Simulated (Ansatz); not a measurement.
**GeH₃F: vertical ionisation energy**

The task here is to estimate one member of a computed series from the others.

Method: unrestricted cation, the program's frozen cores in correlated methods; program: Ansatz 0.2.0, Gaussian basis.

Levels to be run: UKS PBE-D4/def2-TZVPP; UKS r2SCAN-D4/def2-TZVPP; UKS PBE0-D4/def2-TZVPP; UKS B3LYP-D4/def2-TZVPP; UKS wB97X-V/def2-TZVPP; UKS wB97M-V/def2-TZVPP; UKS B2PLYP/def2-TZVPP; UHF-CCSD(T)/def2-TZVPP; UHF-MP2/def2-QZVPP; extrapolation to the limit; then −ε(HOMO) from the neutral's earlier runs with LDA (SPW92), PBE-D4, revPBE-D4, BLYP-D4, r2SCAN-D4, B97M-V, PBE0-D4, B3LYP-D4, r2SCANh-D4, r2SCAN0-D4, HSE06-D4, BHLYP-D4, CAM-B3LYP-D4, LC-ωPBE, ωB97X-V, ωB97M-V.

**The geometry**

All runs share one geometry, relaxed beforehand with PBE0-D4 in a triple-zeta def2 set.

SMILES `[F][GeH3]`, 5 atoms, charge 0, spin multiplicity 1.

Atoms are counted from 1 here; the program's logs count them from 0.

Bond lengths: F1–Ge2 1.742 Å, Ge2–H3 1.533 Å, Ge2–H4 1.533 Å, Ge2–H5 1.533 Å. Angles: F1–Ge2–H3 106.2°, F1–Ge2–H4 106.2°, F1–Ge2–H5 106.3°, H3–Ge2–H4 112.5°, H3–Ge2–H5 112.5°, H4–Ge2–H5 112.5°.

The first run:

Input file in.yaml:

```yaml
crystal:
  periodic: [false, false, false]
  atoms:
    - {symbol: F, position_ang: [-1.046516, 0.474322, 1.162189]}
    - {symbol: Ge, position_ang: [0.068240, -0.041635, -0.072839]}
    - {symbol: H, position_ang: [1.330973, -0.512009, 0.658635]}
    - {symbol: H, position_ang: [-0.627756, -1.177989, -0.831192]}
    - {symbol: H, position_ang: [0.325060, 1.183610, -0.958095]}
basis:
  gaussian: {orbitals: def2-TZVPP}
total_charge: 1
magnetization: {spin_polarized: true, initial_magnetization: 1}
hamiltonian: {xc: pbe, dispersion: d4}
```

Steps of the session up to this table: Cation, UKS PBE-D4/def2-TZVPP; Cation, UKS r2SCAN-D4/def2-TZVPP; Cation, UKS PBE0-D4/def2-TZVPP; Cation, UKS B3LYP-D4/def2-TZVPP; Cation, UKS wB97X-V/def2-TZVPP; Cation, UKS wB97M-V/def2-TZVPP; Cation, UKS B2PLYP (frozen core)/def2-TZVPP; Cation, UHF-CCSD(T)/def2-TZVPP; Cation, UHF-MP2/def2-QZVPP.

One of the session's tables, all rows but one given; the rest of the session is left out.

For comparison, −ε(HOMO) of the neutral from earlier runs:

| functional | −ε(HOMO) (eV) |
| --- | --- |
| LDA (SPW92) | 8.23 |
| PBE-D4 | ? |
| revPBE-D4 | 8.10 |
| BLYP-D4 | 8.08 |
| r2SCAN-D4 | 8.55 |
| B97M-V | 8.68 |
| PBE0-D4 | 9.69 |
| B3LYP-D4 | 9.48 |
| r2SCANh-D4 | 9.12 |
| r2SCAN0-D4 | 9.95 |
| HSE06-D4 | 9.28 |
| BHLYP-D4 | 11.10 |
| CAM-B3LYP-D4 | 11.13 |
| LC-ωPBE | 12.47 |
| ωB97X-V | 12.14 |
| ωB97M-V | 11.97 |

Q: Estimate the row for PBE-D4 from the others.

The run gave: −ε(HOMO) (eV): 8.14. In the column «−ε(HOMO) (eV)» it lies between revPBE-D4 (8.10) and LDA (SPW92) (8.23).
